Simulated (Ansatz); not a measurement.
RbS, a ladder of methods at one geometry

Computed with the Python package of Ansatz (0.2.0).

Run as a notebook:

```python
from pathlib import Path

import ansatz
import numpy as np
```

```python
BASIS_SET = "def2-SVP"

geometry_ang = [
    ("Rb", [0.0, 0.0, 0.0]),
    ("S", [0.0, 0.0, 3.045]),
]
system = ansatz.Crystal.molecule()
for symbol, xyz in geometry_ang:
    system = system.atom(symbol, xyz)
```

```python
setup = (
    system.calculation()
    .basis(gaussian=BASIS_SET)
    .spin("collinear", total=1)
)
```

```python
print("functional    E (Ha)        dipole (D)   HOMO (eV)  LUMO (eV)")
for name in ["hf", "revpbe", "hse06", "lda"]:
    r = setup.functional(name).forces().orbitals().run(runs_dir="runs").report
    lines = Path(r["orbitals_path"]).read_text().splitlines()
    field_of = lambda key: [line.split("=")[1].strip() for line in lines if line.startswith(key)]
    orbitals = [(27.211386 * float(e), s, float(n)) for e, s, n in zip(field_of("Ene="), field_of("Spin="), field_of("Occup="))]
    homo = max(e for e, _, n in orbitals if n > 0.5)
    lumo = min(e for e, _, n in orbitals if n < 0.5)
    dipole = 4.803205 * np.linalg.norm(r["charge_distribution"]["dipole_moment_e_ang"])
    print(f"{name:10s} {r['free_energy_ev'] / 27.211386246:14.6f} {dipole:9.3f} {homo:11.3f} {lumo:10.3f}")
```

    functional    E (Ha)        dipole (D)   HOMO (eV)  LUMO (eV)
    hf            -421.222221    11.511      -6.472     -0.327
    revpbe        -422.105749     9.701      -3.262     -2.927
    hse06         -422.002608    10.407      -3.829     -2.039
    lda           -420.674218     9.442      -3.395     -3.500

What to keep in mind:
- Total energies depend on the basis set; only differences at equal settings carry meaning.
- The geometry is a force-field or estimated start, not a minimum of this method, and the basis set is short of its limit. A lower total doesn't mark the better method: functionals have no common bound, and MP2 and coupled cluster aren't variational.
- def2 sets replace the cores of elements past krypton by effective core potentials.
- The species is open-shell (spin multiplicity 2).
- Levels such as HOMO and LUMO are orbital energies: with these approximate functionals they aren't the ionisation energy and electron affinity, and their gap isn't the fundamental gap.
- hse06 follows the composition of plane-wave codes, whose totals differ by tens of mHa, up to about 0.1 Ha, from the form usual in Gaussian-basis programs (wpbeh).
- The spin state was assumed, and another may lie lower.
- The whole script took 8.7 s on 1 thread of Intel(R) Xeon(R) 6975P-C (Granite Rapids) (shared host), peak memory 0.21 GiB.
